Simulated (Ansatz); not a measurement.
# SrAs2Ru2: relaxation of cell and atoms with RPBE+D3(BJ)

Crystal: SrAs2Ru2.

```xyz
5
Lattice="-2.0874 2.0874 5.7005 2.0874 -2.0874 5.7005 2.0874 2.0874 -5.7005" Properties=species:S:1:pos:R:3 pbc="T T T"
Ru    0.0000    2.0874    2.8502
Ru    2.0874    0.0000    2.8502
Sr    0.0000    0.0000    0.0000
As    0.0000    0.0000    4.0676
As    0.0000    0.0000    7.3334
```

The cell is a database's computed one.

* Program: Ansatz 0.2.0
* Task: relaxation of cell and atoms
* Functional: RPBE
* Dispersion: D3(BJ)
* Potentials or basis: Ansatz PAW
* Cutoff: 420 eV (not typed: the program's choice for these potentials)
* k mesh: 9 × 9 × 9
* Occupations: fermi-dirac, width 0.05 eV
* Spin: no spin polarisation

```
Relaxed volume                         : 15.72 Å³/atom
Relaxed cell                           : a = 5.627 Å, b = 5.627 Å, c = 5.627 Å, α = 138.11°, β = 138.11°, γ = 60.74°
Space group after relaxing (to 0.05 Å) : I4/mmm (No. 139)
Energy gained by relaxing              : 409.0 meV/atom
Ionic steps                            : 8
Pressure after relaxing                : 0.0 GPa
```

The path:
| step | energy change (eV) | largest force (eV/Å) | volume (Å³) |
| --- | --- | --- | --- |
| 1 | 0.0000 | 0.5642 | 99.35 |
| 2 | -1.3657 | 0.7083 | 87.38 |
| 3 | -1.8848 | 0.3335 | 80.88 |
| 4 | -2.0283 | 0.5981 | 77.60 |
| 5 | -2.0494 | 0.0677 | 78.49 |
| 6 | -2.0504 | 0.0149 | 78.56 |
| 7 | -2.0505 | 0.0001 | 78.60 |
| 8 | -2.0448 | 0.0006 | 78.60 |

Final structure:
```
CELL_PARAMETERS angstrom
-2.01178 2.01178 4.85520
2.01178 -2.01178 4.85520
2.01178 2.01178 -4.85520
ATOMIC_POSITIONS crystal
Ru 0.75000 0.25000 0.50000
Ru 0.25000 0.75000 0.50000
Sr 0.00000 0.00000 0.00000
As 0.37447 0.37447 0.00000
As 0.62553 0.62553 0.00000
```

Run time: 62 s on 2 threads of Intel(R) Xeon(R) Platinum 8259CL CPU @ 2.50GHz (Skylake/Cascade Lake), with other jobs on the host, peak memory 0.64 GiB.

Caveat: the volume moved by over 15 % at a fixed basis, so the end points are rough; the plane-wave basis is chosen anew once the cell has moved, so the energies of steps on either side of that aren't comparable; the PAW data sets come from PBE, with cores solved anew for the run's functional, which leaves a small shift of forces and pressure.
